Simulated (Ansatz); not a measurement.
# C2H3AlS: the cost of one run

Method: Hartree-Fock/6-31G; program: Ansatz 0.2.0, Gaussian basis.

**1. Where the work starts**

SMILES `[AlH2][CH]=C=S`, 7 atoms, charge 0, spin multiplicity 1.

Atoms are counted from 1 here; the program's logs count them from 0.

Bond lengths: Al1–C2 1.981 Å, Al1–H5 1.546 Å, Al1–H6 1.539 Å, C2–C3 1.297 Å, C2–H7 1.081 Å, C3–S4 1.562 Å. Angles: C2–Al1–H5 120.5°, C2–Al1–H6 122.4°, H5–Al1–H6 117.1°, Al1–C2–C3 107.2°, Al1–C2–H7 127.9°, C3–C2–H7 124.9°, C2–C3–S4 171.1°.

Geometry (Å):

```xyz
7

Al   -0.4773    1.1301    0.0135
C     0.7265   -0.3625    0.5103
C     0.3792   -1.3879   -0.2034
S    -0.2090   -2.4776   -1.1559
H    -1.5757    0.9298   -1.0558
H    -0.3736    2.5241    0.6578
H     1.5299   -0.3560    1.2335
```

**2. Dynamics**

md/in.yaml reads:

```yaml
crystal:
  periodic: [false, false, false]
  atoms:
    - {symbol: Al, position_ang: [-0.477320, 1.130140, 0.013520]}
    - {symbol: C, position_ang: [0.726480, -0.362550, 0.510280]}
    - {symbol: C, position_ang: [0.379220, -1.387900, -0.203390]}
    - {symbol: S, position_ang: [-0.209000, -2.477620, -1.155870]}
    - {symbol: H, position_ang: [-1.575680, 0.929810, -1.055810]}
    - {symbol: H, position_ang: [-0.373560, 2.524120, 0.657780]}
    - {symbol: H, position_ang: [1.529870, -0.356010, 1.233480]}
basis:
  gaussian: {orbitals: 6-31G}
hamiltonian: {xc: hf}
md: {n_steps: 60, timestep: 0.75, temperature: 1000, ensemble: nvt_langevin, seed: 527, friction: 0.002, initial_velocities: maxwell_boltzmann}
```

The run is started by

```
$ ansatz run in.yaml --threads 2 --pin off --events-out ev --progress --plain --max-ram 3481MiB
```

What time and memory should one allow on 2 threads of Arm Neoverse N1, shared host?

About 54 s, with a peak of 0.09 GiB.
